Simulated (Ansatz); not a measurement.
**Sr (bcc type): how the settings move a single-point run**

Aim: see which settings change the result for Sr (bcc type), by how much, and at what cost.

Program: Ansatz 0.2.0. Level of theory: reference: DFT, PBEsol, all-electron PAW with datasets made for the crystal, scalar-relativistic. These are calculated values, not measurements.

1 further run of the same task is left out (set aside as unsound or not needed). Runs told in other sessions of the task aren't counted.

**1. Starting point**

Symmetry: Im-3m, No. 229, cubic system. Conventional cell: a = 4.679 Å, b = 4.679 Å, c = 4.679 Å, α = 90.00°, β = 90.00°, γ = 90.00°. Sr (site symmetry m-3m) has 8 Sr at 4.05 Å in its first shell of neighbours.

Coordinates:

```cif
data_structure
_symmetry_space_group_name_H-M 'Im-3m'
_symmetry_Int_Tables_number 229
_cell_length_a 4.6791
_cell_length_b 4.6791
_cell_length_c 4.6791
_cell_angle_alpha 90.000
_cell_angle_beta 90.000
_cell_angle_gamma 90.000
_cell_volume 102.45
loop_
_atom_site_label
_atom_site_type_symbol
_atom_site_symmetry_multiplicity
_atom_site_Wyckoff_symbol
_atom_site_fract_x
_atom_site_fract_y
_atom_site_fract_z
_atom_site_occupancy
Sr1 Sr 2 a 0.00000 0.00000 0.00000 1
```

**2. Baseline**

The input, input.yaml:

```yaml
crystal:
  lattice:
    - [-2.3395611285, 2.3395611285, 2.3395611285]
    - [2.3395611285, -2.3395611285, 2.3395611285]
    - [2.3395611285, 2.3395611285, -2.3395611285]
  atoms:
    - { symbol: Sr, position: [0.0, 0.0, 0.0] }
kpoints:
  mp_grid: { grid: [11, 11, 11] }
scf:
  occupations: { method: fermi_dirac, width: 0.08 }
hamiltonian:
  xc: pbesol
  pseudopotentials: { kind: all_electron, datasets: crystal }
output:
  forces: true
  stress: true
  eigenvalues: true
```

Started as:

```
> ansatz run input.yaml --threads 1 --pin off --max-ram 2048MiB --backend cpu --events-out ev --progress --plain --runs-dir out
```

**3. Changed: mp_grid.grid [6, 6, 6], xc_grid 4**

Changes to input.yaml since step 2:

```diff
@@ -8,3 +8,3 @@
 kpoints:
-  mp_grid: { grid: [11, 11, 11] }
+  mp_grid: { grid: [6, 6, 6] }
 scf:
@@ -18 +18,3 @@
   eigenvalues: true
+basis:
+  xc_grid: 4
```

What does the calculation give? Wanted: for each run, ending; energy change; pressure; gap; force.

**Answer**, as computed:

```csv
run,ending,energy change,pressure (GPa),gap (eV),force (eV/Å),cycles,time
reference,converged,0,0.0,0.00,0.00,7,3.4 s
"1: mp_grid.grid [6, 6, 6], xc_grid 4",converged,+1.7 meV/atom,-0.1,0.00,0.00,5,1.5 s
```

Residual by cycle in the longest SCF loop of each run; runs are numbered as in the table. The quantity is the density residual dr2, in eV.

```csv
cycle,reference,run 1
1,0.0109,0.0118
2,0.00502,0.00273
3,4.2e-4,1.1e-5
4,1.3e-4,3.6e-7
5,1.1e-6,1.9e-9
6,2.4e-8,-
7,2.4e-9,-
```

What this shows: Changing the k-point mesh and numerical grids moves the energy by +1.7 meV/atom. The mesh and an integration grid changed together, so this run can't say which moved the energy. Cost: 5 SCF cycles against 7, 1.5 s against 3.4 s.
